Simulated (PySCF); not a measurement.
# [Yb(OH)3]−: other functionals and bases at one geometry

One table from this session's results is given with a row withheld; the runs are named, their logs left out.

The runs use PySCF 2.14.0; several levels, as the steps say, no spin–orbit coupling.

1 further run of the same task is left out (for a known fault of the program).

### Starting geometry

7 atoms, charge -1, spin multiplicity 1.

Bond lengths: Yb1–O2 2.195 Å, Yb1–O4 2.195 Å, Yb1–O6 2.195 Å, O2–H3 0.957 Å, O4–H5 0.957 Å, O6–H7 0.957 Å. Angles: O2–Yb1–O4 120.0°, O2–Yb1–O6 120.0°, O4–Yb1–O6 120.0°, Yb1–O2–H3 179.9°, Yb1–O4–H5 179.9°, Yb1–O6–H7 179.9°.

Geometry (Å):

```xyz
7
H3O3Yb
Yb    0.00000    0.00000    0.14283
O     2.19515   -0.00001    0.14449
H     3.15236   -0.00002    0.14692
O    -1.09757    1.90107    0.14449
H    -1.57617    2.73004    0.14692
O    -1.09759   -1.90105    0.14449
H    -1.57620   -2.73002    0.14692
```

Formal oxidation states: Yb +2. Each metal's 14 4f electrons lie in its core potential, so multiplicities, spins and levels count the valence alone. An earlier session relaxed this geometry at PBE0, Yb lcecp-0-SVP with ECP60, O def2-SVP, H def2-SVP (singlet, point group D3h).

At PBE0 on the finer grid: E = -260.175922 Eh, frontier levels not given, since the 4f levels lie in the core, Mulliken charge on Yb1 +0.54 e, largest force component 0.010 eV/Å. 

Levels to run: TPSS; BLYP; PBE0, TZVP. Hardware: 2 threads of Arm Neoverse V1, shared host.

Set-up of the first run:

File run.py (the lines that set the calculation):

```python
mol = gto.M(atom='''
Yb     0.00000     0.00000     0.14283
O      2.19515    -0.00001     0.14449
H      3.15236    -0.00002     0.14692
O     -1.09757     1.90107     0.14449
H     -1.57617     2.73004     0.14692
O     -1.09759    -1.90105     0.14449
H     -1.57620    -2.73002     0.14692''',
    basis={'Yb': 'lcecp-0-SVP', 'O': 'def2-SVP', 'H': 'def2-SVP'},
    ecp={'Yb': 'lcecp-0-SVP'},
    charge=-1, spin=0)
mf = dft.RKS(mol, xc='TPSS')
mf.grids.atom_grid = (75, 302)  # f atoms: unpruned, at least (60, 302)
mf = mf.density_fit()  # fitting sets: Yb AutoAux, O def2-universal-JKFIT, H def2-universal-JKFIT
mf.conv_tol = 1e-08; mf.max_cycle = 55
mf.kernel(dm0)  # dm0: the density of the relaxed state
```

Run with:

```console
$ OMP_NUM_THREADS=2 python run.py
```

Steps of the session up to this table: TPSS; BLYP; PBE0, TZVP.

One table of the session follows, with a row left open; its other results are not shown here.

| level | charge on Yb1 (e) | largest force component (eV/Å) |
| --- | --- | --- |
| PBE0 (relaxed here) | 0.54 | 0.01 |
| TPSS | ? | ? |
| BLYP | 0.27 | 0.74 |
| PBE0, TZVP | 1.13 | 0.40 |

Estimate the missing values for TPSS.

**Answer.** charge on Yb1 (e): 0.41; largest force component (eV/Å): 0.58. In the column «charge on Yb1 (e)» it lies between BLYP (0.27) and PBE0 (relaxed here) (0.54).

The largest leftover force, 0.74 eV/Å with BLYP, stands at a geometry relaxed at another level. With 4f in the core, its levels are missing from HOMO and gap, and its count is fixed, so no charge can pass from the ligands into it. Total energies of different levels can't be compared.
